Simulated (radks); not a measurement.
**Polarisabilities and dispersion coefficients of Li, Ar⁺, B and others**

Aim: static dipole polarisabilities and C6 coefficients, each species in its NIST ground configuration. After each ground state the linear response is solved; its values go to the run's result record, not to the log. Response by self-consistent Sternheimer equations with the Hartree and adiabatic LDA kernel.

The numbers are computed with radks (a radial shooting solver on a logarithmic mesh, Libxc functionals) version 1 (non-relativistic Kohn-Sham, PBE, spin-polarised, spherical densities, point nucleus; open shells are filled with parallel spins first), except any that are marked as measured or tabulated.

### Step 1. Starting point

- species: Li ([He] 2s1), Ar⁺ ([Ne] 3s2 3p5), B ([He] 2s2 2p1), Cd ([Kr] 4d10 5s2), Nb ([Kr] 4d4 5s1), Te²⁺ ([Kr] 4d10 5s2 5p2), Co ([Ar] 3d7 4s2), N ([He] 2s2 2p3), Mn³⁺ ([Ar] 3d4)

In the logs a row gives level, spin channel, occupation and eigenvalue; Etot, Ekin, Encl (electron-nucleus), Eh (Hartree) and Exc are energies, all in hartree; err is the last residual, it the number of iterations.

### Step 2. Li, [He] 2s1

The run's settings:

```text
Z 3
configuration [He] 2s1
relativity non-relativistic
functional pbe,pbe
spin polarised
nucleus point
response adiabatic LDA kernel
```

Output:

```text
1s      1   1.0000          -1.90129342
2s      1   1.0000          -0.11861924
1s      2   1.0000          -1.89298193
2s      2   0.0000          -0.00373716
Etot -7.462180386732936
Ekin 7.41580136406783
Encl -17.126957173908163
Eh 4.051286351251839
Exc -1.8023109281444425
err 3.2840229181005346e-10
it 17
```

The top filled level is 2s up, -3.228 eV. The response step gives α = 137.7 bohr³ (158.5 without the induced potential) and C6 = 1077 hartree bohr⁶.

From the orbitals of this run (lengths in bohr):

```csv
level,occupation,energy (eV),<r>,outermost maximum (interpolated),90 % within,nodes
1s up,1,-51.737,0.5819,0.361,1.06,0
1s down,1,-51.511,0.5816,0.361,1.06,0
2s up,1,-3.228,3.790,3.07,5.94,1
```

The radial density on a logarithmic grid:

```csv
r (bohr),4πr²ρ (e/bohr)
0.0185,0.05399
0.0255,0.09817
0.0351,0.1757
0.0480,0.3035
0.0661,0.5164
0.0910,0.8440
0.124,1.293
0.171,1.862
0.236,2.430
0.322,2.779
0.444,2.692
0.611,2.081
0.834,1.223
1.15,0.5097
1.58,0.2121
2.16,0.2242
2.98,0.2863
4.10,0.2235
5.60,0.09562
7.71,0.02022
10.6,0.001682
```

### Step 3. Ar⁺, [Ne] 3s2 3p5

Changes since step 2:

```diff
@@ -1,3 +1,3 @@
-Z 3
-configuration [He] 2s1
+Z 18
+configuration [Ne] 3s2 3p5
 relativity non-relativistic
```

Output:

```text
1s      1   1.0000        -114.68823751
2s      1   1.0000         -11.34339542
2p      1   3.0000          -8.95895674
3s      1   1.0000          -1.35888140
3p      1   3.0000          -0.83117945
1s      2   1.0000        -114.68071684
2s      2   1.0000         -11.33681238
2p      2   3.0000          -8.94939451
3s      2   1.0000          -1.31730768
3p      2   2.0000          -0.79257034
Etot -526.765061540041
Ekin 526.181309693215
Encl -1245.7761370310864
Eh 223.11962618182147
Exc -30.289860383990977
err 2.1631982859852878e-09
it 14
```

Highest occupied level: 3p down at -21.567 eV. The response step gives α = 7.073 bohr³ (11.06 without the induced potential) and C6 = 31.88 hartree bohr⁶.

### Step 4. B, [He] 2s2 2p1

The run's settings:

```text
Z 5
configuration [He] 2s2 2p1
relativity non-relativistic
functional pbe,pbe
spin polarised
nucleus point
response adiabatic LDA kernel
```

Output:

```text
1s      1   1.0000          -6.63355209
2s      1   1.0000          -0.36391472
2p      1   1.0000          -0.14776759
1s      2   1.0000          -6.62290704
2s      2   1.0000          -0.31976420
2p      2   0.0000          -0.10826092
Etot -24.605381482868104
Ekin 24.508505106297463
Encl -56.884284448212505
Eh 11.581874868926842
Exc -3.8114770098799067
err 6.889791144807912e-10
it 13
```

The top filled level is 2p up, -4.021 eV. The response step gives α = 24.28 bohr³ (35.43 without the induced potential) and C6 = 118.5 hartree bohr⁶.

### Step 5. Cd, [Kr] 4d10 5s2

The run's settings:

```text
Z 48
configuration [Kr] 4d10 5s2
relativity non-relativistic
functional pbe,pbe
spin polarised
nucleus point
response adiabatic LDA kernel
```

Output:

```text
1s      1   1.0000        -942.58071447
2s      1   1.0000        -136.95621206
2p      1   3.0000        -127.67589654
3s      1   1.0000         -25.41807654
3p      1   3.0000         -21.64847681
3d      1   5.0000         -14.67338367
4s      1   1.0000          -3.60125946
4p      1   3.0000          -2.39505122
4d      1   5.0000          -0.46449632
5s      1   1.0000          -0.19398978
1s      2   1.0000        -942.58071447
2s      2   1.0000        -136.95621206
2p      2   3.0000        -127.67589654
3s      2   1.0000         -25.41807654
3p      2   3.0000         -21.64847681
3d      2   5.0000         -14.67338367
4s      2   1.0000          -3.60125946
4p      2   3.0000          -2.39505122
4d      2   5.0000          -0.46449632
5s      2   1.0000          -0.19398978
Etot -5467.051582940007
Ekin 5464.791218815621
Encl -13014.990822990087
Eh 2233.8813899825477
Exc -150.733368748089
err 2.4619153025985807e-09
it 14
```

5s is the highest filled level (-5.279 eV). The response step gives α = 56.26 bohr³ (105.6 without the induced potential) and C6 = 520.1 hartree bohr⁶.

### Step 6. Nb, [Kr] 4d4 5s1

The run's settings:

```text
Z 41
configuration [Kr] 4d4 5s1
relativity non-relativistic
functional pbe,pbe
spin polarised
nucleus point
response adiabatic LDA kernel
```

Output:

```text
1s      1   1.0000        -674.67137638
2s      1   1.0000         -92.82575022
2p      1   3.0000         -85.28483499
3s      1   1.0000         -15.41116565
3p      1   3.0000         -12.54606459
3d      1   5.0000          -7.31168211
4s      1   1.0000          -2.04843646
4p      1   3.0000          -1.26411656
4d      1   4.0000          -0.14408895
5s      1   1.0000          -0.15376368
1s      2   1.0000        -674.67135325
2s      2   1.0000         -92.81321121
2p      2   3.0000         -85.27577764
3s      2   1.0000         -15.40474015
3p      2   3.0000         -12.53864107
3d      2   5.0000          -7.30017087
4s      2   1.0000          -1.97286865
4p      2   3.0000          -1.17989266
4d      2   0.0000          -0.04431990
5s      2   0.0000          -0.05991142
Etot -3755.1444675954667
Ekin 3753.335490468281
Encl -8944.471036324947
Eh 1552.723941276581
Exc -116.73286301538222
err 4.920118724382771e-09
it 13
```

Highest occupied level: 4d up at -3.921 eV. The response step gives α = 96.83 bohr³ (163.4 without the induced potential) and C6 = 1083 hartree bohr⁶.

### Step 7. Te²⁺, [Kr] 4d10 5s2 5p2

The run's settings:

```text
Z 52
configuration [Kr] 4d10 5s2 5p2
relativity non-relativistic
functional pbe,pbe
spin polarised
nucleus point
response adiabatic LDA kernel
```

Output:

```text
1s      1   1.0000       -1117.75554522
2s      1   1.0000        -167.87509798
2p      1   3.0000        -157.57283134
3s      1   1.0000         -33.89001669
3p      1   3.0000         -29.58547164
3d      1   5.0000         -21.59106785
4s      1   1.0000          -6.29721353
4p      1   3.0000          -4.81560182
4d      1   5.0000          -2.31307350
5s      1   1.0000          -1.17533272
5p      1   2.0000          -0.84475843
1s      2   1.0000       -1117.75315226
2s      2   1.0000        -167.87414461
2p      2   3.0000        -157.57087838
3s      2   1.0000         -33.88794589
3p      2   3.0000         -29.58307164
3d      2   5.0000         -21.58882591
4s      2   1.0000          -6.29195190
4p      2   3.0000          -4.80984726
4d      2   5.0000          -2.30336181
5s      2   1.0000          -1.11177119
5p      2   0.0000          -0.77899615
Etot -6612.783791776217
Ekin 6610.357475002744
Encl -15671.4006486268
Eh 2618.502617422464
Exc -170.2432355746241
err 7.74833122058862e-10
it 15
```

The top filled level is 5p up, -22.987 eV. The response step gives α = 15.77 bohr³ (27.64 without the induced potential) and C6 = 106.2 hartree bohr⁶.

### Step 8. Co, [Ar] 3d7 4s2

The run's settings:

```text
Z 27
configuration [Ar] 3d7 4s2
relativity non-relativistic
functional pbe,pbe
spin polarised
nucleus point
response adiabatic LDA kernel
```

Output:

```text
1s      1   1.0000        -276.19393269
2s      1   1.0000         -32.46332388
2p      1   3.0000         -28.17900557
3s      1   1.0000          -3.72061892
3p      1   3.0000          -2.44138453
3d      1   5.0000          -0.35725781
4s      1   1.0000          -0.20607221
1s      2   1.0000        -276.19400232
2s      2   1.0000         -32.40494938
2p      2   3.0000         -28.13565864
3s      2   1.0000          -3.59925022
3p      2   3.0000          -2.32216004
3d      2   2.0000          -0.25110463
4s      2   1.0000          -0.18687189
Etot -1382.4740086147858
Ekin 1381.4213235982343
Encl -3294.547079397902
Eh 589.5650274981118
Exc -58.913280313229826
err 4.1099906802670725e-09
it 14
```

The top filled level is 4s down, -5.085 eV. The response step gives α = 53.95 bohr³ (97.80 without the induced potential) and C6 = 456.9 hartree bohr⁶.

### Step 9. N, [He] 2s2 2p3

The run's settings:

```text
Z 7
configuration [He] 2s2 2p3
relativity non-relativistic
functional pbe,pbe
spin polarised
nucleus point
response adiabatic LDA kernel
```

Output:

```text
1s      1   1.0000         -14.10925203
2s      1   1.0000          -0.72953070
2p      1   3.0000          -0.30517827
1s      2   1.0000         -14.05333963
2s      2   1.0000          -0.56155351
2p      2   0.0000          -0.15194901
Etot -54.53575553838368
Ekin 54.38229238785996
Encl -128.2838841146765
Eh 26.074596334387785
Exc -6.708760145954919
err 1.2811114585746225e-09
it 13
```

2p up is the highest filled level (-8.304 eV). The response step gives α = 8.279 bohr³ (10.21 without the induced potential) and C6 = 28.18 hartree bohr⁶.

### Step 10. Mn³⁺, [Ar] 3d4

The run's settings:

```text
Z 25
configuration [Ar] 3d4
relativity non-relativistic
functional pbe,pbe
spin polarised
nucleus point
response adiabatic LDA kernel
```

Output:

```text
1s      1   1.0000        -235.56813709
2s      1   1.0000         -28.30428624
2p      1   3.0000         -24.44779100
3s      1   1.0000          -4.47669667
3p      1   3.0000          -3.36848386
3d      1   4.0000          -1.58351817
1s      2   1.0000        -235.56877841
2s      2   1.0000         -28.22980552
2p      2   3.0000         -24.39203484
3s      2   1.0000          -4.30209384
3p      2   3.0000          -3.19681270
3d      2   0.0000          -1.42063179
Etot -1148.639080017115
Ekin 1147.775942595934
Encl -2700.367457808221
Eh 454.73453359285963
Exc -50.78209839768779
err 3.129475629106853e-09
it 14
```

The top filled level is 3d up, -43.090 eV. The response step gives α = 2.069 bohr³ (2.601 without the induced potential) and C6 = 5.156 hartree bohr⁶.

### Step 11. Summary of results

```csv
species,−ε(HOMO) (eV),α (bohr³),α uncoupled (bohr³),C6 (hartree bohr⁶),C8 (hartree bohr⁸),recommended α (bohr³)
Li,3.228,137.7,158.5,1077,83787,164.113
Ar⁺,21.567,7.073,11.06,31.88,-,-
B,4.021,24.28,35.43,118.5,-,20.5
Cd,5.279,56.26,105.6,520.1,30363,46
Nb,3.921,96.83,163.4,1083,-,98
Te²⁺,22.987,15.77,27.64,106.2,-,-
Co,5.085,53.95,97.80,456.9,-,55
N,8.304,8.279,10.21,28.18,-,7.4
Mn³⁺,43.090,2.069,2.601,5.156,-,-
```

**Reading.** Uncoupled leaves out the potential induced by the response; C6 and C8 are for like pairs. Li is the most polarisable and Mn³⁺ the least, a factor 66.6 apart. For the pair Li–Mn³⁺ the Casimir-Polder integral gives C6 = 31.67, the rule 2·Ca·Cb/(Ca·αb/αa + Cb·αa/αb) on the like-pair values 30.89. Against the recommended values (Schwerdtfeger and Nagle, 2023 table) the misses are Li -16 %, B +18 %, Cd +22 %, Nb -1 %, Co -2 %, N +12 %. C8 is given only where no p, d or f shell is open. For heavy and open-shell atoms this level can miss by tens of per cent.
